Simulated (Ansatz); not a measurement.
# CHSeSi+ (SMILES [C+]#[Si][SeH]): one structure at several levels

One table from this session's results is given with a row withheld; the runs are named, their logs left out.

Method: single points in def2-TZVPP; program: Ansatz 0.2.0, Gaussian basis.

Correlated methods freeze the cores. Filled d shells of the heavier atoms are correlated.

## Starting geometry

SMILES `[C+]#[Si][SeH]`, 4 atoms, charge 1, spin multiplicity 1.

Atoms are counted from 1 here; the program's logs count them from 0.

Bond lengths: C1–Si2 1.844 Å, Si2–Se3 2.154 Å, Se3–H4 1.541 Å. Angles: C1–Si2–Se3 164.4°, Si2–Se3–H4 94.1°.

Coordinates:

```xyz
4

C    -2.1857    0.2714    1.1944
Si   -0.4640    0.2270    0.5349
Se    1.4730   -0.4000   -0.1668
H     1.0643   -0.3743   -1.6521
```

The first run:

Contents of run/in.yaml:

```yaml
crystal:
  periodic: [false, false, false]
  atoms:
    - {symbol: C, position_ang: [-2.185730, 0.271366, 1.194421]}
    - {symbol: Si, position_ang: [-0.464018, 0.226979, 0.534896]}
    - {symbol: Se, position_ang: [1.473015, -0.399964, -0.166841]}
    - {symbol: H, position_ang: [1.064345, -0.374338, -1.652083]}
basis:
  gaussian: {orbitals: def2-TZVPP}
total_charge: 1
hamiltonian: {xc: pbe, dispersion: d4}
output: {forces: true}
```

Command:

```console
$ ansatz run in.yaml --threads 2 --pin off --events-out ev --progress --plain --max-ram 3481MiB
```

Steps of the session up to this table: PBE-D4/def2-TZVPP; r2SCAN-D4/def2-TZVPP; PBE0-D4/def2-TZVPP; wB97M-V/def2-TZVPP; CCSD(T)/def2-TZVPP.

One of the session's tables, all rows but one given; the rest of the session is left out.

| method | RMS force component (eV/Å) | angle to CCSD(T) forces (°) |
| --- | --- | --- |
| PBE-D4 | 0.552 | 31.7 |
| r2SCAN-D4 | 0.541 | 23.0 |
| PBE0-D4 | 0.522 | 23.9 |
| wB97M-V | ? | ? |
| CCSD(T) | 0.517 | reference |

Estimate the missing values for wB97M-V.

**Answer.** RMS force component (eV/Å): 0.551; angle to CCSD(T) forces (°): 27.0. In the column «RMS force component (eV/Å)» it lies between r2SCAN-D4 (0.541) and PBE-D4 (0.552).
